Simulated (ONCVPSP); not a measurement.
# Tin: generating and testing an ONCV potential

Task: generate the file, and judge it by its errors in other configurations, its logarithmic derivatives, its ghosts and its cutoff.

Method: ONCVPSP 4.0.1, PBE, scalar-relativistic.

1 further run of the same task is left out (it didn't finish).

## (1) Starting point

The settings as typed:

```json
{
 "element": "tin (Sn, Z = 50)",
 "type": "optimised norm-conserving Vanderbilt (ONCV)",
 "frozen core": "[Kr] 4d10",
 "valence charge": "4",
 "reference configuration": "5s2 5p2",
 "partial waves": "5s: rc 2.15 bohr, ncon 4, nbas 8, qcut 3.2 1/bohr, 1 projector; 5p: rc 2.70 bohr, ncon 4, nbas 8, qcut 3.4 1/bohr, 2 projectors, debl 3.2 Ha; d scattering state at 0.03 Ha: rc 2.25 bohr, ncon 4, nbas 7, qcut 4.9 1/bohr, 1 projector",
 "local potential": "polynomial inside 2.15 bohr (lpopt 5, dvloc0 6 Ha)",
 "core correction": "not asked for"
}
```

The outer shells as boxes (Hund's rule for the drawing; the calculation is spin-unpolarised):

```
[Kr] core
4d [↑↓][↑↓][↑↓][↑↓][↑↓]
5s [↑↓]
5p [↑ ][↑ ][  ]
```

An earlier all-electron run gives the scale for the radii.

All-electron outer shells of the reference configuration (PBE, scalar-relativistic, ld1.x):

| shell | level (eV) | outermost node (bohr) | outermost maximum (bohr) |
| --- | --- | --- | --- |
| 4p | -89.70 | 0.41 | 0.79 |
| 4d | -25.84 | 0.39 | 0.88 |
| 5s | -10.55 | 0.98 | 2.01 |
| 5p | -3.69 | 1.09 | 2.55 |

## (2) Generation

Input file Sn.dat:

```
# ATOM AND REFERENCE CONFIGURATION
# atsym  z   nc   nv     iexc    psfile
  Sn 50.00    9    2        4      upf
#
#   n    l    f
    1    0    2.00
    2    0    2.00
    2    1    6.00
    3    0    2.00
    3    1    6.00
    3    2   10.00
    4    0    2.00
    4    1    6.00
    4    2   10.00
    5    0    2.00
    5    1    2.00
#
# PSEUDOPOTENTIAL AND OPTIMIZATION
# lmax
    2
#
#   l,   rc,      ep,       ncon, nbas, qcut
    0    2.15    0.00    4    8    3.20
    1    2.70    0.00    4    8    3.40
    2    2.25    0.03    4    7    4.90
#
# LOCAL POTENTIAL
# lloc, lpopt,  rc(5),   dvloc0
    4    5    2.15    6.00
#
# VANDERBILT-KLEINMAN-BYLANDER PROJECTORs
# l, nproj, debl
    0    1    3.80
    1    2    3.20
    2    1    1.50
#
# MODEL CORE CHARGE
# icmod, fcfact, rcfact
    0    0.00    0.00
#
# LOG DERIVATIVE ANALYSIS
# epsh1, epsh2, depsh
   -2.00    5.00    0.02
#
# OUTPUT GRID
# rlmax, drl
    6.00    0.01
#
# TEST CONFIGURATIONS
# ncnf
    4
# nvcnf
#   n    l    f
    2
    5    0    2.00
    5    1    1.00
#
    2
    5    0    2.00
    5    1    0.00
#
    2
    5    0    1.00
    5    1    0.00
#
    2
    5    0    1.00
    5    1    2.00
#
```

Command:

```console
$ oncvpsp.x < Sn.dat > Sn.out
```

What does the calculation give? Wanted: cutoffs for 1 and 0.1 mHa per electron, occupied waves; bound ghosts; GHOST(+) flags; largest test error; largest phase difference near zero energy, channels read.

**Answer**, as computed:

| quantity | value |
| --- | --- |
| cutoffs for 1 and 0.1 mHa per electron, occupied waves | 8.1 Ha and 32 Ha |
| bound ghosts | d at -49.38 eV |
| GHOST(+) flags | none at low energy |
| largest test error (AE − PS) | +117 meV, for 5s1 5p0 |
| largest phase difference near zero energy, channels read | 0.017 rad |

What this shows: A bound ghost (d) makes it unfit for use: electrons can fall into a state that the atom doesn't have. By total energies transferability is fair for so large an energy: the largest error is 117 meV on 51.8 eV, for 5s1 5p0. That test lies far up in energy; among those under 40 eV, nearer to bonding, the largest error is 9.8 meV. It counts as soft on the atom at that tolerance, with 8.1 Ha needed at the looser tolerance. The tighter tolerance needs 32 Ha, and converged work needs a cutoff nearer that. At the looser tolerance the 5s wave is the slowest; 5p needs 4 Ha. Near zero energy the phases of the channels with partial waves agree within 0.017 rad. The pseudo curves have a pole with no partner nearby in the atom's: d at -1.81 Ha. These are tests on the free atom; a crystal test is still owed.
